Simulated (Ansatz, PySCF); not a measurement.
# BiF5 in two programs

BiF5 (singlet), relaxed with PySCF 2.14.0, RKS PBE0, Bi def2-SVP with ECP60, F def2-SVP; non-relativistic Hamiltonian with scalar-relativistic core potentials where named; density fitting; no spin-orbit coupling:

```xyz
6

Bi    0.0000    0.0000    0.0067
F     0.0000    0.0000    1.9947
F     1.9982    0.0000   -0.0430
F     0.0000    1.7762   -0.8937
F    -1.9982    0.0000   -0.0430
F     0.0000   -1.7762   -0.8937
```

There the HOMO–LUMO gap is 5.69 eV. 

The same geometry by Ansatz 0.2.0 (PBE, PAW, a periodic box with 9 Å of vacuum):

```csv
spin-orbit coupling,gap (eV),largest force component (eV/Å)
without,2.93,0.06
```

Question: What does the run with spin-orbit coupling give?

Answer: gap (eV): 2.97, largest force component (eV/Å): 0.06. It took 24 s on 2 threads of Intel(R) Xeon(R) Platinum 8375C CPU @ 2.90GHz (Ice Lake) (shared host), peak memory 2.4 GiB.

The spin-orbit runs use fully relativistic datasets of their own, so changes of a few hundredths of an eV needn't come from the coupling.

The two programs differ in functional, so their gaps don't test each other.
